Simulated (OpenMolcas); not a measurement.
# A workflow on TiH4O4 (SMILES O[Ti](O)(O)O)

Aim: the energy (HF/ANO-RCC-MB), then the energy (CASSCF(2,2)/ANO-RCC-VDZP), then an energy scan (CASPT2(2,2)/ANO-RCC-VDZP), then an energy scan (SC-NEVPT2(2,2)/ANO-RCC-VDZP), then an energy scan (MC-PDFT[tPBE](2,2)/ANO-RCC-VDZP) of TiH4O4. 

Program for the calculation: OpenMolcas 26.06.

## 1. The structure to begin with

TiH4O4 has 9 atoms, charge 0, and is taken as a singlet. As SMILES, `O[Ti](O)(O)O`. The shape is that of a PBE0-D4/def2-TZVP optimisation. This is one conformer, not always the lowest.

Bond lengths: O1–Ti2 1.801 Å, Ti2–O3 1.801 Å, Ti2–O4 1.801 Å, Ti2–O5 1.801 Å, O1–H6 0.958 Å, O3–H7 0.958 Å, O4–H8 0.958 Å, O5–H9 0.958 Å. Angles: O1–Ti2–O3 108.5°, O1–Ti2–O4 109.9°, O1–Ti2–O5 110.0°, O3–Ti2–O4 110.0°, O3–Ti2–O5 109.9°, O4–Ti2–O5 108.5°, Ti2–O1–H6 129.5°, Ti2–O3–H7 129.5°, Ti2–O4–H8 129.5°, Ti2–O5–H9 129.6°.

## 2. The energy at HF/ANO-RCC-MB (DKH2) (run 1)

Input file mol.xyz:

```xyz
9

O     -0.125250     1.268390    -1.272730
Ti     0.000070     0.000090    -0.000050
O      1.651710    -0.715310    -0.066120
O     -1.235630    -1.279200    -0.283830
O     -0.290490     0.726280     1.622320
H     -0.813470     1.413950    -1.922910
H      2.270980    -0.885970     0.644480
H     -1.123140    -2.176250    -0.600550
H     -0.334770     1.648010     1.879390
```

Input file step1.input:

```
&GATEWAY
  Coord=mol.xyz
  Basis=ANO-RCC-MB
  Group=NoSym

&SEWARD

&SCF
  PrOrbitals=0

&LOCALISATION
  Occupied
  Freeze
  Pipek-Mezey

&LOCALISATION
  FileOrb=$Project.LocOrb
  Virtual
  Pipek-Mezey
```

Launch:

```sh
$ export MOLCAS_MEM=1860
$ pymolcas step1.input > step1.log
```

What it wrote:

```text
--- Start Module: gateway ---
[...]
--- Stop Module: gateway /rc=_RC_ALL_IS_WELL_ ---
[...]
      Basis functions           42
[...]
       Convergence after  11 Iterations
[...]
::    Total SCF energy                              -1154.7605681395
[...]
      Total spin, S                                     0.0000000000
[...]
      Total electronic charge=   58.000000
      Total            charge=   -0.000000
[...]
      Dipole Moment (debye):
      Origin of the operator (angstrom)=    0.0001    0.0001   -0.0001
                   X= -1.6288E-03               Y=  2.7989E-05               Z=  1.8707E-03           Total=  2.4806E-03
      Quadrupole Moment (debye*angstrom):
[...]
--- Start Module: localisation ---
[...]
--- Stop Module: localisation /rc=_RC_ALL_IS_WELL_ ---
--- Start Module: localisation ---
[...]
--- Stop Module: localisation /rc=_RC_ALL_IS_WELL_ ---
[...]
```

It took 5.4 s on 1 thread of Intel Xeon 6975P-C (Granite Rapids), shared host; peak memory 0.41 GiB.

## 3. The energy at CASSCF(2,2)/ANO-RCC-VDZP (DKH2, RICD fitting) (run 2)

mol.xyz is that of step 2.

Input file step2.input:

```
* H4O4Ti CASSCF

&gateway
  coord=mol.xyz
  basis=ANO-RCC-MB
  group=NoSym

&seward

&rasscf
  fileorb=$CurrDir/step1.LocOrb
  alter=2
  1 24 29
  1 30 38
  spin=1
  nactel=2 0 0
  inactive=28
  ras2=2
  orblisting=Nothing
>>> COPY $Project.RunFile RUNFIL1
>>> COPY $Project.RasOrb INPORB

&gateway
  coord=mol.xyz
  basis=ANO-RCC-VDZP
  group=NoSym
  ricd

&seward
>>> COPY $Project.RunFile RUNFIL2

&expbas

&rasscf
  fileorb=$Project.ExpOrb
  spin=1
  nactel=2 0 0
  inactive=28
  ras2=2
  orblisting=Nothing
  orbappear=Compact
```

Launch:

```sh
$ export MOLCAS_MEM=1860
$ pymolcas step2.input > step2.log
```

What it wrote:

```text
--- Start Module: gateway ---
[...]
--- Stop Module: gateway /rc=_RC_ALL_IS_WELL_ ---
[...]
      Basis functions           42
[...]
      Number of active orbitals                  2
[...]
      Spin quantum number                      0.0
[...]
      Active orbitals                            2
[...]
      Number of CSFs                             3
[...]
      Number of root(s) required                 1
[...]
      Convergence after 19 iterations
[...]
      printout of CI-coefficients larger than  0.05 for root  1
      energy=   -1154.771413
      conf/sym  11     Coeff  Weight
             1  20   0.99555 0.99111
             3  02  -0.09426 0.00889
      Natural orbitals and occupation numbers for root  1
      sym 1:   1.982230   0.017770
      ************************************************************************************************************************
      *                                                    Final results                                                     *
[...]
::    RASSCF root number  1 Total energy:  -1154.77141307
[...]
      Basis functions          110
[...]
--- Start Module: expbas ---
[...]
--- Stop Module: expbas /rc=_RC_ALL_IS_WELL_ ---
--- Start Module: rasscf ---
[...]
      Convergence after 20 iterations
[...]
      Natural orbitals and occupation numbers for root  1
      sym 1:   1.979449   0.020551
      ************************************************************************************************************************
      *                                                    Final results                                                     *
[...]
::    RASSCF root number  1 Total energy:  -1155.07449312
[...]
      Total electronic charge=   58.000000
      Total            charge=   -0.000000
[...]
      Dipole Moment (debye):
      Origin of the operator (angstrom)=    0.0001    0.0001   -0.0001
                   X= -1.7414E-02               Y=  2.0101E-01               Z= -1.9185E-01           Total=  2.7842E-01
      Quadrupole Moment (debye*angstrom):
[...]
--- Stop Module: rasscf /rc=_RC_ALL_IS_WELL_ ---
[...]
```

It took 19 s on 1 thread of Intel Xeon 6975P-C (Granite Rapids), shared host; peak memory 0.41 GiB.

## 4. An energy scan at CASPT2(2,2)/ANO-RCC-VDZP (DKH2, RICD fitting, ipea shift 0.25 Eh, pt2 variant SS) (run 3)

Input file step3.inp:

```
>>> EXPORT MOLCAS_PRINT=2
>>> COPY $CurrDir/step2.RasOrb $Project.RasOrb
>>> ForEach K in (1, 2, 3, 4, 5, 6, 7, 8, 9)
&GATEWAY
Coord = $CurrDir/point$K.xyz
Basis = ANO-RCC-VDZP
Group = NoSym
RICD
&SEWARD
&RASSCF
FileOrb = $Project.RasOrb
Spin = 1
Nactel = 2 0 0
Inactive = 28
Ras2 = 2
OrbListing = Nothing
OrbAppear = Compact
&CASPT2
Imaginary = 0.2
Frozen = 9
>>> EndDo
```

Launch:

```sh
$ export MOLCAS_MEM=1860
$ pymolcas step3.inp > step3.log
```

What it wrote, cut to the lines that bear on the results:

```text
[...]
      Basis functions          110
[...]
      Number of active orbitals                  2
[...]
      Spin quantum number                      0.0
[...]
      Active orbitals                            2
[...]
      Number of CSFs                             3
[...]
      Number of root(s) required                 1
[...]
      Convergence after 18 iterations
[...]
      Natural orbitals and occupation numbers for root  1
      sym 1:   1.982105   0.017895
      ************************************************************************************************************************
      *                                                    Final results                                                     *
[...]
::    RASSCF root number  1 Total energy:  -1155.05217356
[...]
      E2 (Variational):          -1.1844868504
[...]
::    CASPT2 Root  1     Total energy:  -1156.23666041
[...]
      Convergence after 21 iterations
[...]
      Natural orbitals and occupation numbers for root  1
      sym 1:   1.979451   0.020549
      ************************************************************************************************************************
      *                                                    Final results                                                     *
[...]
      Convergence after 36 iterations
[...]
      Natural orbitals and occupation numbers for root  1
      sym 1:   1.298237   0.701763
      ************************************************************************************************************************
      *                                                    Final results                                                     *
[...]
      Convergence after 50 iterations
[...]
      Natural orbitals and occupation numbers for root  1
      sym 1:   1.024905   0.975095
      ************************************************************************************************************************
      *                                                    Final results                                                     *
[...]
      Convergence after 35 iterations
[...]
::    RASSCF root number  1 Total energy:  -1154.95373588
[...]
::    CASPT2 Root  1     Total energy:  -1156.06875782
[...]
      Convergence after 14 iterations
[...]
::    RASSCF root number  1 Total energy:  -1154.95217021
[...]
      E2 (Variational):          -1.1143946384
[...]
::    CASPT2 Root  1     Total energy:  -1156.06656485
[...]
```

It took 2.8 min on 1 thread of Intel Xeon 6975P-C (Granite Rapids), shared host; peak memory 0.18 GiB.

The scan, from its lowest point:

```csv
Ti2–O1 (Å),energy (kJ/mol)
1.621,58.7
1.801,0.0
1.981,30.5
2.251,132.2
2.612,319.2
3.062,458.3
3.602,493.8
4.323,499.5
5.403,505.3
```

## 5. An energy scan at SC-NEVPT2(2,2)/ANO-RCC-VDZP (DKH2, RICD fitting, pt2 variant SC-NEVPT2) (run 4)

Input file step4.inp:

```
>>> COPY $CurrDir/step2.RasOrb $Project.RasOrb
>>> ForEach K in (1, 2, 3, 4, 5, 6, 7, 8, 9)

&gateway
 coord = $CurrDir/point$K.xyz
 basis = ANO-RCC-VDZP
 group = NoSym
 ricd

&seward

&rasscf
 fileorb = $Project.RasOrb
 spin = 1
 nactel = 2 0 0
 inactive = 28
 ras2 = 2
 orblisting = Nothing
 orbappear = Compact

&caspt2
 sc-nevpt2
 frozen = 9
>>> EndDo
```

Launch:

```sh
$ export MOLCAS_MEM=1860
$ pymolcas step4.inp > step4.log
```

What it wrote, cut to the lines that bear on the results:

```text
[...]
      Basis functions          110
[...]
      Number of active orbitals                  2
[...]
      Spin quantum number                      0.0
[...]
      Active orbitals                            2
[...]
      Number of CSFs                             3
[...]
      Number of root(s) required                 1
[...]
      Convergence after 18 iterations
[...]
      Natural orbitals and occupation numbers for root  1
      sym 1:   1.982105   0.017895
      ************************************************************************************************************************
      *                                                    Final results                                                     *
[...]
::    RASSCF root number  1 Total energy:  -1155.05217356
[...]
      E2 (Variational):          -1.1818592362
[...]
::    SC-NEVPT2 Root  1     Total energy:  -1156.23382165
[...]
      Convergence after 21 iterations
[...]
      Natural orbitals and occupation numbers for root  1
      sym 1:   1.979451   0.020549
      ************************************************************************************************************************
      *                                                    Final results                                                     *
[...]
      Convergence after 36 iterations
[...]
      Natural orbitals and occupation numbers for root  1
      sym 1:   1.298237   0.701763
      ************************************************************************************************************************
      *                                                    Final results                                                     *
[...]
      Convergence after 50 iterations
[...]
      Natural orbitals and occupation numbers for root  1
      sym 1:   1.024905   0.975095
      ************************************************************************************************************************
      *                                                    Final results                                                     *
[...]
      Convergence after 35 iterations
[...]
::    RASSCF root number  1 Total energy:  -1154.95373588
[...]
::    SC-NEVPT2 Root  1     Total energy:  -1156.06308539
[...]
      Convergence after 14 iterations
[...]
::    RASSCF root number  1 Total energy:  -1154.95217021
[...]
      E2 (Variational):          -1.1087809912
[...]
::    SC-NEVPT2 Root  1     Total energy:  -1156.06095120
[...]
```

Run time: 2.7 min. Hardware: 1 thread of Intel Xeon 6975P-C (Granite Rapids), shared host; peak memory 0.18 GiB.

The scan, from its lowest point:

```csv
Ti2–O1 (Å),energy (kJ/mol)
1.621,59.0
1.801,0.0
1.981,27.6
2.251,123.8
2.612,322.6
3.062,469.9
3.602,502.1
4.323,507.3
5.403,512.9
```

## 6. An energy scan at MC-PDFT[tPBE](2,2)/ANO-RCC-VDZP (DKH2, RICD fitting) (run 5)

Input file step5.input:

```
* H4O4Ti MC-PDFT
>>> EXPORT MOLCAS_PRINT=2
>>> COPY $CurrDir/step2.RasOrb $Project.RasOrb
>>> ForEach K in (1, 2, 3, 4, 5, 6, 7, 8, 9)

&gateway
  coord
  $CurrDir/point$K.xyz
  basis
  ANO-RCC-VDZP
  group
  NoSym
  ricd

&seward

&rasscf
  fileorb
  $Project.RasOrb
  spin
  1
  nactel
  2 0 0
  inactive
  28
  ras2
  2
  orblisting
  Nothing
  orbappear
  Compact

&mcpdft
  ksdft
  T:PBE
>>> EndDo
```

Launch:

```sh
$ export MOLCAS_MEM=1860
$ pymolcas step5.input > step5.log
```

What it wrote, cut to the lines that bear on the results:

```text
--- Start Module: gateway ---
[...]
      Basis functions          110
[...]
      Number of active orbitals                  2
[...]
      Spin quantum number                      0.0
[...]
      Active orbitals                            2
[...]
      Number of CSFs                             3
[...]
      Number of root(s) required                 1
[...]
      Convergence after 18 iterations
[...]
      Natural orbitals and occupation numbers for root  1
      sym 1:   1.982105   0.017895
      ************************************************************************************************************************
      *                                                    Final results                                                     *
[...]
::    RASSCF root number  1 Total energy:  -1155.05217356
[...]
::    MCPDFT root number  1 Total energy:  -1157.08831114
[...]
      Convergence after 21 iterations
[...]
      Natural orbitals and occupation numbers for root  1
      sym 1:   1.979451   0.020549
      ************************************************************************************************************************
      *                                                    Final results                                                     *
[...]
      Convergence after 36 iterations
[...]
      Natural orbitals and occupation numbers for root  1
      sym 1:   1.298237   0.701763
      ************************************************************************************************************************
      *                                                    Final results                                                     *
[...]
      Convergence after 50 iterations
[...]
      Natural orbitals and occupation numbers for root  1
      sym 1:   1.024905   0.975095
      ************************************************************************************************************************
      *                                                    Final results                                                     *
[...]
      Convergence after 35 iterations
[...]
::    RASSCF root number  1 Total energy:  -1154.95373588
[...]
::    MCPDFT root number  1 Total energy:  -1156.90949407
[...]
      Convergence after 14 iterations
[...]
::    RASSCF root number  1 Total energy:  -1154.95217021
[...]
      Total electronic charge=   58.000000
      Total            charge=   -0.000000
[...]
::    MCPDFT root number  1 Total energy:  -1156.90934034
[...]
```

Run time: 2.7 min. Hardware: 1 thread of Intel Xeon 6975P-C (Granite Rapids), shared host; peak memory 0.18 GiB.

The scan, from its lowest point:

```csv
Ti2–O1 (Å),energy (kJ/mol)
1.621,55.6
1.801,0.0
1.981,30.1
2.251,126.8
2.612,302.0
3.062,486.5
3.602,526.2
4.323,525.1
5.403,525.5
```

## 7. Results

```
                                                         quantity           value
                               run 1, HF/ANO-RCC-MB: total energy  -1154.76057 Eh
                              run 1, HF/ANO-RCC-MB: dipole moment          0.00 D
                                run 1, HF/ANO-RCC-MB: HOMO energy       -13.24 eV
                                run 1, HF/ANO-RCC-MB: LUMO energy         2.97 eV
                              run 1, HF/ANO-RCC-MB: HOMO–LUMO gap        16.20 eV
                    run 2, CASSCF(2,2)/ANO-RCC-VDZP: total energy  -1155.07449 Eh
  run 2, CASSCF(2,2)/ANO-RCC-VDZP: dipole moment (CASSCF density)          0.28 D
       run 3, CASPT2(2,2)/ANO-RCC-VDZP: lowest energy of the scan  -1156.25901 Eh
    run 4, SC-NEVPT2(2,2)/ANO-RCC-VDZP: lowest energy of the scan  -1156.25630 Eh
run 5, MC-PDFT[tPBE](2,2)/ANO-RCC-VDZP: lowest energy of the scan  -1157.10949 Eh
```

Mulliken charges (run 1, HF/ANO-RCC-MB) run from -0.79 on O1 to +1.84 on Ti2. Mulliken charges (run 2, CASSCF(2,2)/ANO-RCC-VDZP) run from -0.65 on O3 to +2.31 on Ti2; they depend strongly on the basis.
